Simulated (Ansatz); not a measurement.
# Rh: an energy map of one atom

Aim: for Rh, map the energy of atom 1 (Rh) over a plane.

Computed with Ansatz 0.2.0 (DFT PBEsol, scalar-relativistic, plane waves, PAW, unless a step's input says otherwise).

## (1) Starting point

It takes space group P6_3/mmc (No. 194, hexagonal). The conventional cell has a = 2.731 Å, b = 2.731 Å, c = 4.428 Å, α = 90.00°, β = 90.00°, γ = 120.00°. Around Rh (site symmetry -6m2) lie 12 Rh at 2.72 to 2.73 Å.

Coordinates:

```
Rh
1.0
     2.73098    0.00000    0.00000
    -1.36549    2.36510    0.00000
     0.00000    0.00000    4.42849
Rh
2
Direct
  0.66667 0.33333 0.75000
  0.33333 0.66667 0.25000
```

It goes back to an entry of the Materials Project, which need not be the stable form.

The cell is taken as given, not relaxed at this level.

## (2) The reference cell

Reference values: F = -12677.3612 eV; pressure -13.68 GPa; largest force 0.000 eV/Å; gap on the mesh none (metal). It was computed beforehand with the settings of the runs below.

## (3) Setting up an energy map of one atom

Atom 1 (Rh) is moved by p along (0.707, 0.707, 0.000) and q along (0.000, 0.000, 1.000) (Å), all else fixed; its images in the other cells move with it. Points alike by symmetry are run once.

## (4) p = -0.200, q = -0.200

Input file input.yaml:

```yaml
crystal:
  lattice:
    - [2.7309790422, 0.0, 0.0]
    - [-1.3654895211, 2.3650972278, 0.0]
    - [0.0, 0.0, 4.428489]
  atoms:
    - { symbol: Rh, position: [0.5849849654, 0.2735381779, 0.7048378691] }
    - { symbol: Rh, position: [0.3333333333, 0.6666666667, 0.25] }
basis:
  ecutwfc: 420
kpoints:
  mp_grid: { grid: [18, 18, 12] }
hamiltonian:
  xc: pbesol
scf:
  occupations: { method: gaussian, width: 0.15 }
output:
  forces: true
  stress: true
  eigenvalues: true
```

On the command line:

```console
ansatz run input.yaml --threads 1 --pin off --max-ram 2560MiB --backend cpu --events-out ev --progress --plain --runs-dir out
```

The session goes on with these runs: point p = -0.200, q = 0.000; point p = 0.000, q = -0.200; p = 0.200, q = -0.200; point p = 0.200, q = 0.000; point p = -0.200, q = -0.100; point p = -0.100, q = -0.200; p = -0.100, q = 0.000; point p = 0.000, q = -0.100; At p = 0.100, q = -0.200; p = 0.100, q = 0.000; p = 0.200, q = -0.100; point p = -0.100, q = -0.100; p = 0.100, q = -0.100.

What does the calculation give? Wanted: highest point; lowest point away from the origin.

The runs gave:

| quantity | value |
| --- | --- |
| highest point | 0.265 eV/cell at (p, q) = (0.200, -0.200) |
| lowest point away from the origin | 0.018 eV/cell at (-0.100, 0.000) |

**Reading.** No computed point lies below the origin. Read as harmonic, the points at ±0.100 Å give force constants of 3.74 eV/Å² along p and 8.56 eV/Å² along q: the atom moves more easily along p.
